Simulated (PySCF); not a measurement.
# C2H4FGa (SMILES C=[CH][GaH][F]): levels of theory compared

Wanted: a comparison of 4 runs (B3LYP/3-21G, B3LYP/6-31G*, PBE0/def2-SVP, r2SCAN/def2-TZVP) of C2H4FGa. 

The calculation is run with PySCF 2.14.0.

1 further run of the same task is left out (set aside as unsound or not needed).

## Step 1: The molecule

C2H4FGa has 8 atoms, charge 0, and is taken as a singlet. As SMILES, `C=[CH][GaH][F]`. The coordinates come from a PBE0-D4/def2-TZVP relaxation. This is one conformer, not always the lowest.

Bond lengths: C1–C2 1.332 Å, C2–Ga3 1.936 Å, Ga3–F4 1.763 Å, C1–H5 1.088 Å, C1–H6 1.088 Å, C2–H7 1.087 Å, Ga3–H8 1.557 Å. Angles: C1–C2–Ga3 120.9°, C2–Ga3–F4 115.4°, C1–C2–H7 118.8°, Ga3–C2–H7 120.3°, C2–C1–H5 122.2°, C2–C1–H6 122.3°, C2–Ga3–H8 129.9°, F4–Ga3–H8 114.7°, H5–C1–H6 115.5°.

## Step 2: Energy and gradient at B3LYP/3-21G (run 1)

File geometry.xyz:

```xyz
8

C     -0.837100     1.175400     0.060900
C      0.342600     0.569500    -0.065000
Ga     0.481700    -1.360200    -0.007600
F      2.110500    -2.006100    -0.199600
H     -1.762100     0.620500     0.200100
H     -0.941100     2.257800     0.031600
H      1.232300     1.179600    -0.202300
H     -0.626900    -2.436700     0.182000
```

File input.py:

```python
# C=[CH][GaH][F]
from pyscf import gto, dft

mol = gto.Mole()
mol.atom = 'geometry.xyz'
mol.basis = '3-21g'
mol.max_memory = 1860
mol.verbose = 4
mol.build()

calc0 = dft.RKS(mol, xc='b3lyp')
calc0.grids.level = 5
calc0.conv_tol = 1e-10
calc0.kernel()
if not calc0.converged:
    calc0 = calc0.newton().run(calc0.mo_coeff, calc0.mo_occ)

e_final = calc0.e_tot
print('E = %.10f Eh' % e_final)
grad = calc0.nuc_grad_method().kernel()
dip = calc0.dip_moment()
pop, q = calc0.mulliken_pop()
```

Started as:

```sh
$ OMP_NUM_THREADS=1 python input.py
```

What it wrote:

```text
PySCF version 2.14.0

[... 78 lines left out ...]
converged SCF energy = -2092.97205318606
[... 13 lines left out ...]
Dipole moment(X, Y, Z, Debye): -1.87741,  1.55631,  0.18823
[... 27 lines left out ...]
pop of  2 Ga 3px          1.98446
pop of  2 Ga 3py          1.98560
pop of  2 Ga 3pz          1.98122
pop of  2 Ga 4px          0.40782
pop of  2 Ga 4py          0.52864
pop of  2 Ga 4pz          0.15615
pop of  2 Ga 5px          0.04803
pop of  2 Ga 5py          0.07320
pop of  2 Ga 5pz          0.10746
pop of  2 Ga 3dxy         1.96977
pop of  2 Ga 3dyz         1.99295
pop of  2 Ga 3dz^2        1.97191
pop of  2 Ga 3dxz         1.99756
pop of  2 Ga 3dx2-y2      1.96160
pop of  3 F 1s            1.98301
pop of  3 F 2s            0.44493
pop of  3 F 3s            1.52705
pop of  3 F 2px           0.78279
pop of  3 F 2py           0.86079
pop of  3 F 2pz           0.84265
pop of  3 F 3px           0.91973
pop of  3 F 3py           1.00148
pop of  3 F 3pz           1.00325
pop of  4 H 1s            0.47851
pop of  4 H 2s            0.32776
pop of  5 H 1s            0.47634
pop of  5 H 2s            0.32707
pop of  6 H 1s            0.47176
pop of  6 H 2s            0.32477
pop of  7 H 1s            0.41133
pop of  7 H 2s            0.71092
 ** Mulliken atomic charges  **
charge of    0C =     -0.35325
charge of    1C =     -0.52709
charge of    2Ga =      0.77448
charge of    3F =     -0.36569
charge of    4H =      0.19373
charge of    5H =      0.19659
charge of    6H =      0.20348
charge of    7H =     -0.12225
```

It took 38 s on 1 thread of Intel Xeon at 2.50GHz (Skylake/Cascade Lake), shared host; peak memory 0.58 GiB.

## Step 3: Energy and forces at B3LYP/6-31G(d) (spherical functions) (run 2)

File calc.py:

```python
from pyscf import gto, dft

mol = gto.M(
    atom=[
    ('C', (-0.837100, 1.175400, 0.060900)),
    ('C', (0.342600, 0.569500, -0.065000)),
    ('Ga', (0.481700, -1.360200, -0.007600)),
    ('F', (2.110500, -2.006100, -0.199600)),
    ('H', (-1.762100, 0.620500, 0.200100)),
    ('H', (-0.941100, 2.257800, 0.031600)),
    ('H', (1.232300, 1.179600, -0.202300)),
    ('H', (-0.626900, -2.436700, 0.182000)),
],
    basis='6-31g*',
    verbose=3,
    max_memory=1860,
    spin=0,
)

myscf = dft.RKS(mol)
myscf.xc = 'b3lyp'
myscf.grids.level = 5
myscf.conv_tol = 1e-10
myscf.kernel()
if not myscf.converged:
    myscf = myscf.newton().run(myscf.mo_coeff, myscf.mo_occ)

energy = myscf.e_tot
print('E(%s) = %.9f' % ('B3LYP', energy))
grad = myscf.nuc_grad_method().kernel()
dip = myscf.dip_moment()
pop, q = myscf.mulliken_pop()
```

Started as:

```sh
$ OMP_NUM_THREADS=1 python calc.py
```

What it wrote:

```text
converged SCF energy = -2103.08625763018
E(B3LYP) = -2103.086257630
--------------- RKS gradients ---------------
         x                y                z
0 C     0.0072950453    -0.0037933879    -0.0007966594
1 C    -0.0068952815     0.0016617773     0.0008187729
2 Ga    -0.0019128345     0.0004241635     0.0002508659
3 F    -0.0023628886     0.0012640476     0.0002565439
4 H     0.0016610476     0.0002128225    -0.0002345701
5 H     0.0009792361    -0.0019063409    -0.0000336652
6 H    -0.0017642978    -0.0004587242     0.0002399727
7 H     0.0029890954     0.0025949730    -0.0004921483
----------------------------------------------
Dipole moment(X, Y, Z, Debye): -2.15080,  1.79403,  0.21539
 ** Mulliken pop  **
pop of  0 C 1s            1.99652
pop of  0 C 2s            0.69557
pop of  0 C 3s            0.58283
pop of  0 C 2px           0.76683
pop of  0 C 2py           0.74531
pop of  0 C 2pz           0.52088
pop of  0 C 3px           0.23793
pop of  0 C 3py           0.29925
pop of  0 C 3pz           0.42032
pop of  0 C 3dxy          0.01062
pop of  0 C 3dyz          0.00127
pop of  0 C 3dz^2         0.00360
pop of  0 C 3dxz          0.00382
pop of  0 C 3dx2-y2       0.01368
pop of  1 C 1s            1.99662
pop of  1 C 2s            0.69274
pop of  1 C 3s            0.53274
pop of  1 C 2px           0.75460
pop of  1 C 2py           0.73188
pop of  1 C 2pz           0.53731
pop of  1 C 3px           0.19362
pop of  1 C 3py           0.20718
pop of  1 C 3pz           0.41156
pop of  1 C 3dxy          0.01071
pop of  1 C 3dyz          0.00123
pop of  1 C 3dz^2         0.00301
pop of  1 C 3dxz          0.00389
pop of  1 C 3dx2-y2       0.00678
pop of  2 Ga 1s           1.99996
pop of  2 Ga 2s           1.99951
pop of  2 Ga 3s           1.99971
pop of  2 Ga 4s           1.15558
pop of  2 Ga 5s           0.03134
pop of  2 Ga 2px          1.99973
pop of  2 Ga 2py          1.99968
pop of  2 Ga 2pz          1.99977
pop of  2 Ga 3px          1.99805
pop of  2 Ga 3py          1.99851
pop of  2 Ga 3pz          1.99651
pop of  2 Ga 4px          0.41799
pop of  2 Ga 4py          0.70605
pop of  2 Ga 4pz          0.15553
pop of  2 Ga 5px          0.01194
pop of  2 Ga 5py          0.01730
pop of  2 Ga 5pz          0.05290
pop of  2 Ga 3dxy         1.36760
pop of  2 Ga 3dyz         1.35948
pop of  2 Ga 3dz^2        1.35411
pop of  2 Ga 3dxz         1.36213
pop of  2 Ga 3dx2-y2      1.36737
pop of  2 Ga 4dxy         0.58413
pop of  2 Ga 4dyz         0.58834
pop of  2 Ga 4dz^2        0.58944
pop of  2 Ga 4dxz         0.58864
pop of  2 Ga 4dx2-y2      0.58492
pop of  2 Ga 5dxy         0.11174
pop of  2 Ga 5dyz         0.06935
pop of  2 Ga 5dz^2        0.05924
pop of  2 Ga 5dxz         0.07668
pop of  2 Ga 5dx2-y2      0.09761
pop of  3 F 1s            1.99722
pop of  3 F 2s            0.92557
pop of  3 F 3s            1.04692
pop of  3 F 2px           1.04360
pop of  3 F 2py           1.13592
pop of  3 F 2pz           1.10945
pop of  3 F 3px           0.68053
pop of  3 F 3py           0.74352
pop of  3 F 3pz           0.74621
pop of  3 F 3dxy          0.00274
pop of  3 F 3dyz          0.00034
pop of  3 F 3dz^2         0.00111
pop of  3 F 3dxz          0.00192
pop of  3 F 3dx2-y2       0.00281
pop of  4 H 1s            0.53100
pop of  4 H 2s            0.31107
pop of  5 H 1s            0.52935
pop of  5 H 2s            0.31667
pop of  6 H 1s            0.52714
pop of  6 H 2s            0.31494
pop of  7 H 1s            0.47775
pop of  7 H 2s            0.47102
 ** Mulliken atomic charges  **
charge of    0C =     -0.29843
charge of    1C =     -0.08389
charge of    2Ga =      0.29913
charge of    3F =     -0.43787
charge of    4H =      0.15793
charge of    5H =      0.15398
charge of    6H =      0.15792
charge of    7H =      0.05123
```

Run time: 50 s. Hardware: 1 thread of Intel Xeon at 2.50GHz (Skylake/Cascade Lake), shared host; peak memory 0.8 GiB.

Run 3 isn't shown in full; the table further down has it.

## Step 4: Energy and gradient at r2SCAN/def2-TZVP (run 4)

File start.xyz:

```xyz
8
C2H4FGa
C     -0.837100     1.175400     0.060900
C      0.342600     0.569500    -0.065000
Ga     0.481700    -1.360200    -0.007600
F      2.110500    -2.006100    -0.199600
H     -1.762100     0.620500     0.200100
H     -0.941100     2.257800     0.031600
H      1.232300     1.179600    -0.202300
H     -0.626900    -2.436700     0.182000
```

File run.py:

```python
# C=[CH][GaH][F]
from pyscf import gto, dft

mol = gto.Mole()
mol.atom = 'start.xyz'
mol.verbose = 4
mol.charge = 0
mol.max_memory = 1860
mol.basis = 'def2-tzvp'
mol.build()

mf = dft.RKS(mol)
mf.xc = 'r2scan'
mf.grids.level = 5
mf.conv_tol = 1e-10
mf.kernel()
if not mf.converged:
    mf = mf.newton().run(mf.mo_coeff, mf.mo_occ)

energy = mf.e_tot
print('E(%s) = %.9f' % ('R2SCAN', energy))
grad = mf.nuc_grad_method().kernel()
mf.analyze()
```

Started as:

```sh
$ OMP_NUM_THREADS=1 python run.py
```

What it wrote:

```text
PySCF version 2.14.0

[... 103 lines left out ...]
DFT Exchange-Correlation Energy =      -97.803722231036758
[... 16 lines left out ...]
MO #15  energy= -0.76228242179654  occ= 2
[... 14 lines left out ...]
MO #30  energy= -0.0107371534794106 occ= 0
[... 14 lines left out ...]
MO #45  energy= 0.28053789313232   occ= 0
[... 14 lines left out ...]
MO #60  energy= 0.675700498614422  occ= 0
[... 14 lines left out ...]
MO #75  energy= 1.03187995061714   occ= 0
[... 14 lines left out ...]
MO #90  energy= 1.7607169140353    occ= 0
[... 14 lines left out ...]
MO #105 energy= 2.33661397273111   occ= 0
[... 14 lines left out ...]
MO #120 energy= 2.92809022291312   occ= 0
[... 14 lines left out ...]
MO #135 energy= 3.530369397063     occ= 0
[... 14 lines left out ...]
MO #150 energy= 5.68878804036824   occ= 0
[... 14 lines left out ...]
MO #165 energy= 56.9228635504008   occ= 0
[... 137 lines left out ...]
pop of  3 F 4f-2          0.00001
pop of  3 F 4f-1          0.00000
pop of  3 F 4f+0          0.00001
pop of  3 F 4f+1          0.00002
pop of  3 F 4f+2          0.00001
pop of  3 F 4f+3          0.00002
pop of  4 H 1s            0.87209
pop of  4 H 2s            0.00510
pop of  4 H 3s            0.00256
pop of  4 H 2px           0.00065
pop of  4 H 2py           0.00020
pop of  4 H 2pz           0.00027
pop of  5 H 1s            0.86375
pop of  5 H 2s            0.00568
pop of  5 H 3s            0.00269
pop of  5 H 2px           0.00006
pop of  5 H 2py           0.00077
pop of  5 H 2pz           0.00022
pop of  6 H 1s            0.85867
pop of  6 H 2s            0.00528
pop of  6 H 3s            0.00262
pop of  6 H 2px           0.00052
pop of  6 H 2py           0.00029
pop of  6 H 2pz           0.00023
pop of  7 H 1s            1.06922
pop of  7 H 2s            0.00274
pop of  7 H 3s            0.00068
pop of  7 H 2px           0.00119
pop of  7 H 2py           0.00126
pop of  7 H 2pz           0.00013
 ** Mulliken atomic charges  **
charge of    0C =     -0.19664
charge of    1C =     -0.32357
charge of    2Ga =      0.72608
charge of    3F =     -0.50900
charge of    4H =      0.11913
charge of    5H =      0.12682
charge of    6H =      0.13240
charge of    7H =     -0.07522
Dipole moment(X, Y, Z, Debye): -2.20303,  1.76529,  0.22387
```

Run time: 5.1 min. Hardware: 1 thread of Intel Xeon at 2.50GHz (Skylake/Cascade Lake), shared host; peak memory 2.1 GiB.

## Step 5: The series

| run | level | energy (Eh) | dipole moment (D) | HOMO energy (eV) | LUMO energy (eV) | wall time |
| --- | --- | --- | --- | --- | --- | --- |
| 1 | B3LYP/3-21G | -2092.972053 | 2.45 | -7.76 | -1.50 | 38 s |
| 2 | B3LYP/6-31G* (spherical functions) | -2103.086258 | 2.81 | -8.00 | -1.68 | 50 s |
| 3 | PBE0/def2-SVP | -2102.492396 | 2.81 | -8.38 | -1.57 | 76 s |
| 4 | r2SCAN/def2-TZVP | -2103.298758 | 2.83 | -7.39 | -2.32 | 5.1 min |

## Step 6: What came out

| quantity | value |
| --- | --- |
| run 4: total energy | -2103.29876 Eh |
| run 4: dipole moment | 2.83 D |
| run 4: HOMO energy | -7.39 eV |
| run 4: LUMO energy | -2.32 eV |
| run 4: HOMO–LUMO gap | 5.07 eV |
| run 4: largest force on an atom | 0.207 eV/Å |

What this shows: The dipole moment (its size) runs from 2.45 D (B3LYP/3-21G) to 2.83 D (r2SCAN/def2-TZVP). The two ends differ in method and basis. The HOMO–LUMO gap runs from 5.07 eV (r2SCAN/def2-TZVP) to 6.81 eV (PBE0/def2-SVP). Totals of different functionals can't be ranked against each other. All runs together took 7.9 min, the longest 5.1 min.
